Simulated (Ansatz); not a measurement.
# ClFH2MgO: the cost of one run

Program: Ansatz 0.2.0. Level of theory: UHF/def2-SVP. These are calculated values, not measurements.

### 1 The system as given

Bond lengths: Mg1–O2 2.416 Å, Mg1–Cl3 2.121 Å, Mg1–F5 2.347 Å, O2–H6 0.958 Å. Angles: Mg1–O2–H6 123.0°, O2–Mg1–Cl3 125.6°, O2–Mg1–F5 61.4°, Cl3–Mg1–F5 119.8°.

As a file:

```xyz
6

Mg   -0.8759   -0.9285   -0.1651
O     1.0283    0.2240    0.7756
Cl   -0.8161   -2.2812   -1.7976
H     0.2970    1.0014    0.0844
F    -0.6570    1.3764   -0.5502
H     1.0236    0.6078    1.6529
```

### 2 Pulling towards end A

Springs on the bonds that form and break draw the guess towards this end; the thresholds are loose.

input.yaml reads:

```yaml
crystal:
  periodic: [false, false, false]
  atoms:
    - { symbol: Mg, position_ang: [-0.8759, -0.9285, -0.1651] }
    - { symbol: O, position_ang: [1.0283, 0.224, 0.7756] }
    - { symbol: Cl, position_ang: [-0.8161, -2.2812, -1.7976] }
    - { symbol: H, position_ang: [0.297, 1.0014, 0.0844] }
    - { symbol: F, position_ang: [-0.657, 1.3764, -0.5502] }
    - { symbol: H, position_ang: [1.0236, 0.6078, 1.6529] }
magnetization:
  spin_polarized: true
basis:
  gaussian: { orbitals: def2-SVP }
hamiltonian:
  xc: hf
relax:
  f_tol: 0.15
  max_steps: 25
  restrain:
    - { distance: [0, 4], at: 3.28, k: 30.0 }
    - { distance: [3, 1], at: 2.27, k: 30.0 }
    - { distance: [0, 1], at: 2.07, k: 30.0 }
    - { distance: [3, 4], at: 0.88, k: 30.0 }
```

Launch:

```
ansatz run input.yaml --threads 2 --pin off --max-ram 3072MiB --backend cpu --events-out ev --progress --plain --runs-dir out
```

What time and memory should one allow on 2 threads of Arm Neoverse V2, shared host?

About 11 s, with a peak of 0.15 GiB.
